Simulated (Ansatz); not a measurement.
This was printed by a script on Ansatz 0.2.0, Python API, for a ladder of basis sets of BeH. What did the script look like? Settings (for the species named): B3LYP, cc-pVDZ basis, multiplicity 2. The script varies basis: cc-pVDZ, cc-pVTZ, cc-pVQZ.

```yaml
atoms:
  - { symbol: Be, position_ang: [0.0000, 0.0000, 0.0000] }
  - { symbol: H, position_ang: [0.0000, 0.0000, 1.2800] }
```

```console
$ python basis_beh.py
cc-pVDZ          19 orbitals  reference     -15.260175 Ha  total     -15.260175 Ha
cc-pVTZ          44 orbitals  reference     -15.265343 Ha  total     -15.265343 Ha
cc-pVQZ          85 orbitals  reference     -15.266596 Ha  total     -15.266596 Ha
cc-pVDZ        lies    0.1747 eV above cc-pVQZ
cc-pVTZ        lies    0.0341 eV above cc-pVQZ
cc-pVQZ        lies    0.0000 eV above cc-pVQZ
```

One script that gives this output:

The script, `basis_beh.py`:
```python
"""Basis-set convergence for BeH."""

import ansatz as az

geometry_ang = [
    ("Be", [0.0, 0.0, 0.0]),
    ("H", [0.0, 0.0, 1.28]),
]
geometry = az.Crystal.molecule()
for symbol, xyz in geometry_ang:
    geometry = geometry.atom(symbol, xyz)

model = geometry.calculation()
model = model.functional("B3LYP")
model = model.spin("collinear", total=1)

energies = {}
for basis in ["cc-pVDZ", "cc-pVTZ", "cc-pVQZ"]:
    rep = model.basis(gaussian=basis).run(threads=1).report
    size = rep["n_frozen"] + rep["n_occupied"][0] + rep["n_virtual"][0]
    energies[basis] = (rep["reference_energy_ev"] / 27.211386246, rep["free_energy_ev"] / 27.211386246)
    print(f"{basis:14s} {size:4d} orbitals  reference {energies[basis][0]:14.6f} Ha  total {energies[basis][1]:14.6f} Ha")

last = energies["cc-pVQZ"][1]
for basis, (_, total) in energies.items():
    print(f"{basis:14s} lies {27.211386 * (total - last):9.4f} eV above cc-pVQZ")
```

Against cc-pVDZ: cc-pVTZ -5.2 mHa and cc-pVQZ -6.4 mHa. The last step alone is -1.25 mHa.

The drop along the ladder measures the basis error, and is no property of the molecule. The geometry is a force-field or estimated start, not a minimum of this method, and the last set is no limit. Much of the fall in a total is atomic energy, which cancels in bond and reaction energies. The run takes the species as open-shell (spin multiplicity 2), which needn't be its ground state. b3lyp holds the VWN-RPA fit, as in Gaussian; the form of ORCA and Turbomole is b3lyp5. Finished in 1.6 s on 1 thread of Arm Neoverse V1, with other jobs on the host, peak memory 0.15 GiB.
